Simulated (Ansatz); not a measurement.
# C2H4OSi: small, medium and large basis sets

How large a basis does C2H4OSi need? Two functionals are run in growing sets.

Program: Ansatz 0.2.0, Gaussian basis. Level of theory: one geometry, several basis sets. These are calculated values, not measurements.

Levels to be run: PBE0-D4/def2-SVP; ωB97M-V/def2-SVP; PBE0-D4/def2-QZVPP; ωB97M-V/def2-QZVPP; the functionals' def2-TZVPP values are taken from earlier runs.

## Step 1: The geometry

An earlier PBE0-D4 in a triple-zeta def2 set relaxation fixed the geometry.

SMILES `O[SiH]1C=C1`, 8 atoms, charge 0, spin multiplicity 1.

Atoms are counted from 1 here; the program's logs count them from 0.

Bond lengths: O1–Si2 1.640 Å, O1–H5 0.959 Å, Si2–C3 1.791 Å, Si2–C4 1.791 Å, Si2–H6 1.472 Å, C3–C4 1.347 Å, C3–H7 1.085 Å, C4–H8 1.085 Å. Angles: Si2–O1–H5 117.0°, O1–Si2–C3 125.2°, O1–Si2–C4 125.2°, O1–Si2–H6 104.2°, C3–Si2–C4 44.2°, C3–Si2–H6 124.2°, C4–Si2–H6 124.2°, Si2–C3–C4 67.9°, Si2–C3–H7 158.8°, C4–C3–H7 133.3°, Si2–C4–C3 67.9°, Si2–C4–H8 158.8°, C3–C4–H8 133.3°.

## Step 2: PBE0-D4 in def2-SVP

Input file in.yaml:

```yaml
crystal:
  periodic: [false, false, false]
  atoms:
    - {symbol: O, position_ang: [-0.426027, 1.663313, -1.009403]}
    - {symbol: Si, position_ang: [0.263458, 0.703853, 0.127516]}
    - {symbol: C, position_ang: [0.614863, -1.040848, -0.069685]}
    - {symbol: C, position_ang: [-0.433192, -0.824272, 0.748693]}
    - {symbol: H, position_ang: [-1.008007, 1.238317, -1.642186]}
    - {symbol: H, position_ang: [1.082000, 1.626730, 0.931548]}
    - {symbol: H, position_ang: [1.101958, -1.939953, -0.431929]}
    - {symbol: H, position_ang: [-1.102852, -1.484340, 1.289746]}
basis:
  gaussian: {orbitals: def2-SVP}
hamiltonian: {xc: pbe0, dispersion: d4}
output: {orbitals: {seedname: orbitals}}
```

Run with:

```sh
$ ansatz run in.yaml --threads 2 --pin off --events-out ev --progress --plain --max-ram 4352MiB
```

After this run come: ωB97M-V in def2-SVP; PBE0-D4 in def2-QZVPP; ωB97M-V in def2-QZVPP.

Before running them: what should the planned runs give, taken together? Wanted: PBE0-D4: double and triple zeta above quadruple; ωB97M-V: double and triple zeta above quadruple.

**Answer**, as computed:

| quantity | value |
| --- | --- |
| PBE0-D4: double and triple zeta above quadruple | 8.40, 0.52 eV |
| ωB97M-V: double and triple zeta above quadruple | 8.53, 0.48 eV |

What this shows: For PBE0-D4 the step from double to triple zeta gains 7.89 eV and the next only 0.52 eV. These are total energies; as a rule much of such shifts cancels in differences, which this series doesn't test. The LUMO of ωB97M-V is positive and keeps falling with the basis (2.24 to 1.61 eV): an unbound level that the basis holds in place.
